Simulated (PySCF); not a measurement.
**From one method to the next for Cs2**

What do other methods print for Cs2?

Method: each script names its method and basis; program: PySCF 2.14.0.

6 further runs of the same task are left out: 1 for a known fault of the program, 5 that didn't finish.

## (1) The starting structure

Cs2: 2 atoms, charge 0, spin multiplicity 1.

No contacts short enough for the rule that draws bonds.

## (2) The run that the others are compared with

The input, input.py:

```python
from pyscf import gto, dft

mol = gto.M(
    atom='Cs 0 0 0; Cs 0 0 5.071',
    basis='lanl2dz',
    ecp={'Cs': 'lanl2dz'},
    charge=0,
    spin=0,
    verbose=4,
)
mf = dft.RKS(mol, xc='wb97x')
mf.kernel()
mf.dip_moment()
print('orbital energies (hartree):', mf.mo_energy[..., max(0, mol.nelec[1]-3):mol.nelec[0]+3].round(4))
```

Launch:

```console
$ OMP_NUM_THREADS=1 python input.py
```

## (3) Revtpss

Edit 1 changes functional: wb97x → revtpss.

Edit input.py of step 2 so:

```diff
@@ -10,3 +10,3 @@
 )
-mf = dft.RKS(mol, xc='wb97x')
+mf = dft.RKS(mol, xc='revtpss')
 mf.kernel()
```

## (4) Stability test

Edit 2 changes step after the SCF: none → stability.

Edit input.py of step 2 so:

```diff
@@ -12,2 +12,3 @@
 mf.kernel()
+mf.stability(internal=True, external=True)
 mf.dip_moment()
```

## (5) ROKS

Edit 3 changes SCF type: RKS → ROKS.

Edit input.py of step 2 so:

```diff
@@ -10,3 +10,3 @@
 )
-mf = dft.RKS(mol, xc='wb97x')
+mf = dft.ROKS(mol, xc='wb97x')
 mf.kernel()
```

## (6) MP2 (RHF)

Edit 4 changes step after the SCF: none → mp2; SCF type: RKS → RHF; functional: wb97x → none (Hartree–Fock).

Edit input.py of step 2 so:

```diff
@@ -1,2 +1,2 @@
-from pyscf import gto, dft
+from pyscf import gto, scf, mp
 
@@ -10,4 +10,5 @@
 )
-mf = dft.RKS(mol, xc='wb97x')
+mf = scf.RHF(mol)
 mf.kernel()
+mp.MP2(mf).kernel()
 mf.dip_moment()
```

## (7) Population analysis

Edit 5 changes step after the SCF: none → analyze.

Edit input.py of step 2 so:

```diff
@@ -12,2 +12,3 @@
 mf.kernel()
+mf.mulliken_pop()
 mf.dip_moment()
```

## (8) Blyp

Edit 6 changes functional: wb97x → blyp.

Edit input.py of step 2 so:

```diff
@@ -10,3 +10,3 @@
 )
-mf = dft.RKS(mol, xc='wb97x')
+mf = dft.RKS(mol, xc='blyp')
 mf.kernel()
```

Before running it: what results should come out? Wanted: for each run, E(SCF); from base; gap; after the SCF.

As calculated:

```csv
run,E(SCF) (hartree),from base (eV),cycles,gap (eV),after the SCF
base,-39.748861,0,8,3.15,n/a
revtpss,-39.710810,not comparable,6,0.75,n/a
stability test,-39.748861,0.0000,8,3.15,stable
ROKS,-39.748861,0.0000,8,n/a,n/a
MP2 (RHF),-39.205426,not comparable,7,2.87,MP2 correlation -0.324 eV
population analysis,-39.748861,0.0000,8,3.15,n/a
blyp,-39.669506,not comparable,6,0.60,n/a
```

In words: No change of the SCF energy comes from ROKS. A lower total energy from another functional means nothing by itself. The dearest run is “stability test”, at 6.4 s against 2 s.
